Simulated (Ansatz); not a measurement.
# One shape, several levels: doublet GeNH4Cl+

Aim: a comparison of 6 runs (UB3LYP/6-31G*, U-wB97M-V/cc-pVDZ, UB3LYP/cc-pVDZ, UHSE06/cc-pVDZ, RPA@PBE0/cc-pVDZ) of doublet GeNH4Cl+. 

The results are computed with Ansatz 0.2.0.

68 further runs of the same task are left out: 68 set aside as unsound or not needed.

## Step 1: The structure to begin with

The species is GeNH4Cl+ (7 atoms), meant as a doublet with charge +1. SMILES of the parent species: `[NH2][GeH2][Cl]`. Geometry: relaxed at PBE0-D4/def2-TZVP. This is one conformer, not always the lowest. That shape belongs to the parent species and isn't relaxed for this state.

Bond lengths: N1–Ge2 1.818 Å, Ge2–Cl3 2.176 Å, N1–H4 1.010 Å, N1–H5 1.010 Å, Ge2–H6 1.530 Å, Ge2–H7 1.530 Å. Angles: N1–Ge2–Cl3 112.8°, N1–Ge2–H6 108.7°, N1–Ge2–H7 108.7°, Cl3–Ge2–H6 105.8°, Cl3–Ge2–H7 105.8°, Ge2–N1–H4 115.0°, Ge2–N1–H5 115.0°, H6–Ge2–H7 115.1°, H4–N1–H5 109.1°.

## Step 2: A single-point energy at UB3LYP/6-31G(d) (spherical functions) (run 1)

Input file molecule.yaml:

```yaml
basis:
  gaussian:
    orbitals: 6-31G_st_-spherical.json
crystal:
  periodic: [false, false, false]
  atoms:
    - {symbol: "N", position_ang: [-0.792900, 0.515500, -0.722700]}
    - {symbol: Ge, position_ang: [0.579900, 0.003300, 0.353200]}
    - {symbol: Cl, position_ang: [0.394500, -2.054600, 1.034500]}
    - {symbol: H, position_ang: [-1.700900, 0.526800, -0.279600]}
    - {symbol: H, position_ang: [-0.858900, 0.014700, -1.597700]}
    - {symbol: H, position_ang: [0.559300, 0.864900, 1.617200]}
    - {symbol: H, position_ang: [1.880200, 0.061300, -0.450600]}
total_charge: 1
magnetization:
  spin_polarized: true
  initial_magnetization: 1
hamiltonian:
  xc: {name: B3LYP}
accuracy: high
output: {orbitals: {seedname: orbitals}}
```

The basis set 6-31G* is read from a file made from the Basis Set Exchange's data (not shown).

The run is started by

```
$ ansatz run molecule.yaml --threads 1 --pin off --max-ram 3480MiB --events-out events.jsonl --progress --plain --runs-dir runs
```

The program printed:

```text
Warning: RAYON_NUM_THREADS=1 ignored (pool sized by the plan → 1); use --threads N
Functional definition: B3LYP
  name "B3LYP"
  parameter a0 = 0.2
  parameter ax = 0.72
  parameter ac = 0.81
  exchange = (1 - a0 - ax)*slater_x + ax*b88_x + a0*exact_x
  correlation = (1 - ac)*vwn_rpa_c + ac*lyp_c
1553 factors; integrals over basis functions are off by at most 4.0e-9 eV
mean field evaluation 1: about -70567.2369 eV, gradient 5.5e1 eV
mean field evaluation 2: about -70519.3822 eV, gradient 9.4e1 eV
mean field evaluation 4: about -70576.5720 eV, gradient 2.4e1 eV
mean field evaluation 8: about -70580.4967 eV, gradient 1.5e0 eV
mean field evaluation 16: about -70580.6315 eV, gradient 9.3e-3 eV
mean field evaluation 32: about -70580.6315 eV, gradient 4.3e-6 eV
mean field -70580.63148582 eV, -2593.7903658336 hartree, gradient 2.8e-8 eV, S^2 0.760690; 5 other end points of the search recorded, 0 dependent functions left out
reference -70580.63152335 eV, -2593.7903672128 hartree; 30, 29 occupied and 42, 43 virtual orbitals, 1553 factors
Total energy: -70580.63152335 eV, -2593.7903672128 hartree
```

Run time: 20 s. Hardware: 1 thread of Arm Neoverse V1, shared host; peak memory 0.35 GiB.

## Step 3: The energy at UB3LYP/6-31G(d) (Cartesian functions) (run 2)

Input file input.yaml:

```yaml
crystal:
  periodic: [false, false, false]
  atoms:
    - symbol: "N"
      position_ang: [-0.792900, 0.515500, -0.722700]
    - symbol: Ge
      position_ang: [0.579900, 0.003300, 0.353200]
    - symbol: Cl
      position_ang: [0.394500, -2.054600, 1.034500]
    - symbol: H
      position_ang: [-1.700900, 0.526800, -0.279600]
    - symbol: H
      position_ang: [-0.858900, 0.014700, -1.597700]
    - symbol: H
      position_ang: [0.559300, 0.864900, 1.617200]
    - symbol: H
      position_ang: [1.880200, 0.061300, -0.450600]
basis:
  gaussian:
    orbitals: "6-31G*"
total_charge: 1
magnetization:
  spin_polarized: true
  initial_magnetization: 1
hamiltonian:
  xc: {name: B3LYP}
accuracy: high
output: {orbitals: {seedname: orbitals}}
```

The run is started by

```
$ ansatz run input.yaml --threads 1 --pin off --max-ram 3480MiB --events-out events.jsonl --progress --plain --runs-dir runs
```

The program printed, shortened:

```text
Warning: RAYON_NUM_THREADS=1 ignored (pool sized by the plan → 1); use --threads N
[... 7 set-up lines as earlier in the session ...]
1574 factors; integrals over basis functions are off by at most 4.2e-9 eV
mean field evaluation 1: about -70567.5363 eV, gradient 5.5e1 eV
mean field evaluation 2: about -70519.5320 eV, gradient 9.4e1 eV
mean field evaluation 4: about -70576.9407 eV, gradient 2.4e1 eV
mean field evaluation 8: about -70580.7901 eV, gradient 1.4e0 eV
mean field evaluation 16: about -70580.8954 eV, gradient 6.1e-3 eV
mean field evaluation 32: about -70580.8954 eV, gradient 9.4e-7 eV
mean field -70580.89540410 eV, -2593.8000646517 hartree, gradient 6.7e-8 eV, S^2 0.760663; 5 other end points of the search recorded, 0 dependent functions left out
reference -70580.89544165 eV, -2593.8000660313 hartree; 30, 29 occupied and 47, 48 virtual orbitals, 1574 factors
Total energy: -70580.89544165 eV, -2593.8000660313 hartree
```

It took 21 s on 1 thread of Arm Neoverse V1, shared host; peak memory 0.37 GiB.

Runs 3 to 5 aren't shown in full; the table further down has their settings and results.

## Step 4: The energy at RPA@PBE0/cc-pVDZ (run 6)

Input file input.yaml:

```yaml
crystal:
  periodic: [false, false, false]
  atoms:
    - {symbol: N, position_ang: [-0.792900, 0.515500, -0.722700]}
    - {symbol: Ge, position_ang: [0.579900, 0.003300, 0.353200]}
    - {symbol: Cl, position_ang: [0.394500, -2.054600, 1.034500]}
    - {symbol: H, position_ang: [-1.700900, 0.526800, -0.279600]}
    - {symbol: H, position_ang: [-0.858900, 0.014700, -1.597700]}
    - {symbol: H, position_ang: [0.559300, 0.864900, 1.617200]}
    - {symbol: H, position_ang: [1.880200, 0.061300, -0.450600]}
basis:
  gaussian: {orbitals: cc-pVDZ}
total_charge: 1
magnetization: {spin_polarized: true, initial_magnetization: 1}
accuracy: high
correlation: {method: rpa, frozen_orbitals: {Cl: 5, Ge: 9, H: 0, "N": 1}}
hamiltonian: {xc: {name: PBE0}}
```

The run is started by

```
$ ansatz run input.yaml --threads 1 --pin off --max-ram 3480MiB --events-out events.jsonl --progress --plain --runs-dir runs
```

The program printed, shortened:

```text
Warning: RAYON_NUM_THREADS=1 ignored (pool sized by the plan → 1); use --threads N
Functional definition: PBE0
  name "PBE0"
[...]
1817 factors; integrals over basis functions are off by at most 4.5e-9 eV
[...]
mean field -70573.76483716 eV, -2593.5380211499 hartree, gradient 9.1e-8 eV, S^2 0.762062; 6 other end points of the search recorded, 0 dependent functions left out
15 core orbitals not correlated: weight in the atoms' cores, before any rotation towards them, 1.000 or more for the frozen orbitals, at most 0.000 for the correlated occupied ones
reference -70513.02127165 eV, -2591.3057362906 hartree; 15, 14 occupied and 49, 50 virtual orbitals, 1817 factors
Total energy: -70529.99861970 eV, -2591.9296423239 hartree
```

Run time: 41 s. Hardware: 1 thread of Arm Neoverse V1, shared host; peak memory 0.58 GiB.

## Step 5: Overview of the runs

```csv
run,level,Cartesian functions,frozen core orbitals,energy (Eh),HOMO energy (eV),LUMO energy (eV),⟨S²⟩,wall time
1,UB3LYP/6-31G* (spherical functions),no,–,-2593.790367,-14.10,-12.53,0.761,20 s
2,UB3LYP/6-31G* (Cartesian functions),yes,–,-2593.800066,-14.10,-12.54,0.761,21 s
3,U-wB97M-V/cc-pVDZ,no,–,-2593.838914,-16.24,-10.34,0.760,2.3 min
4,UB3LYP/cc-pVDZ,no,–,-2594.077253,-14.08,-12.53,0.760,22 s
5,UHSE06/cc-pVDZ,no,–,-2593.528450,-13.87,-12.65,0.762,25 s
6,RPA@PBE0/cc-pVDZ,no,15,-2591.929642,–,–,0.762,41 s
```

## Step 6: Results

```
                                quantity           value
                     run 6: total energy  -2591.92964 Eh
 run 6: RPA correlation energy (valence)      -623.9 mEh
run 6: ⟨S²⟩ of the reference determinant           0.762
```

In words: Totals of different functionals can't be ranked against each other. All runs together took 4.4 min, the longest 2.3 min.
